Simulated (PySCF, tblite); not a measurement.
**C₇H₁₅P₂+: geometry, infrared bands and NMR shifts**

Aim: predict the infrared bands and NMR shifts of C₇H₁₅P₂+ (`CC[P@+]1(P)CC=C(C)C1`).

The runs use tblite 0.8.0 and PySCF 2.14.0, with density-fitted response routines of our own; the level of theory stands in each step. All values are computed, except where a source is named. Atoms are numbered from 0 throughout.

### 1 The starting structure

24 atoms, charge 1, multiplicity 1; geometry from: force field or distance geometry start.

Bonds of the start (Å): C0–C1 1.51, C1–P2 1.82, P2–P3 2.12, P2–C4 1.81, C4–C5 1.48, C5–C6 1.28, C6–C7 1.53, C6–C8 1.47, C8–P2 1.82, C0–H9 1.10, C0–H10 1.10, C0–H11 1.12, C1–H12 1.14, C1–H13 1.10, P3–H14 1.44, P3–H15 1.47, C4–H16 1.12, C4–H17 1.10, C5–H18 1.13, C7–H19 1.10, C7–H20 1.10, C7–H21 1.10, C8–H22 1.11, C8–H23 1.11.

### 2 Relaxing the molecule with GFN2-xTB

The job: settings as JSON, then the geometry in Å.

```
{"job": {"kind": "relax", "xc": "GFN2-xTB", "basis": "xTB"}, "charge": 1, "multiplicity": 1}
C     -2.525200     0.472700    -1.039000
C     -1.735000     1.059200     0.100800
P     -0.566000    -0.221700     0.652100
P     -1.696400    -1.771100     1.564600
C      0.767300     0.418600     1.703300
C      1.823000     0.606700     0.683000
C      1.706500     0.024500    -0.454200
C      2.763500     0.166200    -1.549600
C      0.514400    -0.813000    -0.684200
H     -1.950700     0.453100    -1.971000
H     -3.406200     1.118400    -1.193500
H     -2.886200    -0.563700    -0.804400
H     -2.471300     1.194800     0.957400
H     -1.252100     2.017300    -0.138500
H     -1.157200    -3.092300     1.349300
H     -1.997200    -1.529600     2.982500
H      0.484300     1.413600     2.128800
H      1.039100    -0.323400     2.474500
H      2.711200     1.257400     0.938100
H      2.787900    -0.793800    -2.091500
H      3.753000     0.357300    -1.096600
H      2.486900     0.998700    -2.214000
H      0.104900    -0.524800    -1.677000
H      0.689800    -1.905500    -0.613200
```

Started as:

```console
OMP_NUM_THREADS=1 python probes_run.py task.json out
```

This one command runs all jobs of the session in turn.

**Question.** This job is followed by: GFN2-xTB harmonic vibrations, gas phase; GIAO PBE0/pcSseg-1 NMR shielding, non-relativistic, gas phase. What will the session give for the following? strongest single infrared mode (GFN2-xTB); zero-point energy (GFN2-xTB); 13C shifts against TMS (PBE0/pcSseg-1); 1H shifts against TMS (PBE0/pcSseg-1, means over atoms taken as alike); 31P shifts against H3PO4 (PBE0/pcSseg-1).

The runs gave:

| quantity | value |
| --- | --- |
| strongest single infrared mode (GFN2-xTB) | 771 cm⁻¹, 53 km/mol |
| zero-point energy (GFN2-xTB) | 123.4 kcal/mol |
| 13C shifts against TMS (PBE0/pcSseg-1) | 147.4, 127.7, 44.2, 38.6, 24.3, 21.5, 10.2 ppm |
| 1H shifts against TMS (PBE0/pcSseg-1, means over atoms taken as alike) | 5.95, 3.46, 3.35, 3.15, 2.97, 2.94, 2.42, 2.26, 2.14, 1.52 ppm |
| 31P shifts against H3PO4 (PBE0/pcSseg-1) | 34.3, -236.1 ppm |

What this shows: Over 139 steps the energy fell by 1.510 eV; of the close pairs, P3–H15 changed most, 1.469 to 1.401 Å. No mode is imaginary among the 66: a minimum at this level. The strongest single mode, at 771 cm⁻¹, is spread over many atoms; the largest shares are those of H18, C4. Unscaled tight-binding wavenumbers are off by several per cent, some by more. Its intensities can rank the bands wrongly. At PBE0/pcSseg-1: The widest tensor belongs to C6: span 200 ppm, with a paramagnetic part of -227 ppm. By nearest atom (PBE0/pcSseg-1), the HOMO sits on C5, C6 about 34 % each and the LUMO on P3 39 %; P2 25 %.
